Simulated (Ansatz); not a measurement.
# MoTe2 (P6_3/mmc): equation of state

One table from this session's results is given with a row withheld; the runs are named, their logs left out.

Method: DFT PBE, scalar-relativistic, plane waves, PAW, in Ansatz 0.2.0.

The runs add the D3(BJ) dispersion term to the functional named.

## The system as given

Symmetry: P6_3/mmc, No. 194, hexagonal system. Conventional cell: a = 3.496 Å, b = 3.496 Å, c = 13.701 Å, α = 90.00°, β = 90.00°, γ = 120.00°. Around Te (site symmetry 3m) lie 3 Mo at 2.72 Å. Mo (site symmetry -6m2) is surrounded by 6 Te at 2.72 Å.

As a file:

```cif
data_structure
_symmetry_space_group_name_H-M 'P6_3/mmc'
_symmetry_Int_Tables_number 194
_cell_length_a 3.4964
_cell_length_b 3.4964
_cell_length_c 13.7011
_cell_angle_alpha 90.000
_cell_angle_beta 90.000
_cell_angle_gamma 120.000
_cell_volume 145.06
loop_
_atom_site_label
_atom_site_type_symbol
_atom_site_symmetry_multiplicity
_atom_site_Wyckoff_symbol
_atom_site_fract_x
_atom_site_fract_y
_atom_site_fract_z
_atom_site_occupancy
Te1 Te 4 f 0.33333 0.66667 0.61734 1
Mo1 Mo 2 c 0.33333 0.66667 0.25000 1
```

An earlier run at PBE left this cell at 24.176 Å³/atom and -0.01 GPa (10×10×2 mesh).

Volume factors to run: 0.980, 1.020, 0.960, 1.040.

The first run:

The input, input.yaml:

```yaml
crystal:
  lattice:
    - [3.4729673874, 0.0, 0.0]
    - [-1.7364836937, 3.007677984, 0.0]
    - [0.0, 0.0, 13.609177974]
  atoms:
    - { symbol: Te, position: [0.3333333333, 0.6666666667, 0.6173445263] }
    - { symbol: Te, position: [0.6666666667, 0.3333333333, 0.1173445263] }
    - { symbol: Te, position: [0.3333333333, 0.6666666667, 0.8826554737] }
    - { symbol: Te, position: [0.6666666667, 0.3333333333, 0.3826554737] }
    - { symbol: Mo, position: [0.3333333333, 0.6666666667, 0.25] }
    - { symbol: Mo, position: [0.6666666667, 0.3333333333, 0.75] }
basis:
  ecutwfc: 420
  ecutrho_ratio: 4
kpoints:
  mp_grid: { grid: [10, 10, 2] }
hamiltonian:
  xc: pbe
  dispersion: d3bj
scf:
  occupations: { method: gaussian, width: 0.05 }
output:
  forces: true
  stress: true
  eigenvalues: true
relax:
  f_tol: 0.01
  max_steps: 40
  cell: { stress_tol: 0.1, fix: [volume] }
```

Started as:

```bash
> ansatz run input.yaml --threads 4 --pin off --max-ram 10240MiB --backend cpu --events-out ev --progress --plain --runs-dir out
```

Steps of the session up to this table: At 0.980 of the relaxed volume; Scaling the volume by 1.020; At 0.960 of the relaxed volume; Scaling the volume by 1.040.

One of the session's tables, all rows but one given; the rest of the session is left out.

It belongs to the step «Energy and pressure against volume». 

```
volume (Å³/atom)  energy (meV/atom)  pressure (GPa)  gap (eV)
          23.209               6.22            2.19      0.42
          23.693               1.46            1.00      0.52
          24.176               0.00           -0.01      0.60
          24.660                  ?               ?         ?
          25.143               4.67           -1.43      0.72
```

**Question.** Estimate the row for volume (Å³/atom) = 24.660.

Worked estimate for «energy (meV/atom)». A straight line through the neighbours (24.176, 0.00) and (25.143, 4.67) gives 0.00 + (4.67 − 0.00) × (24.660 − 24.176) / (25.143 − 24.176) = 2.34; a parabola fitted to 3 rows on both sides gives 1.07.

As computed: energy (meV/atom): 1.26; pressure (GPa): -0.80; gap (eV): 0.66. In «energy (meV/atom)» the line misses by +1.08 and the parabola by -0.19.
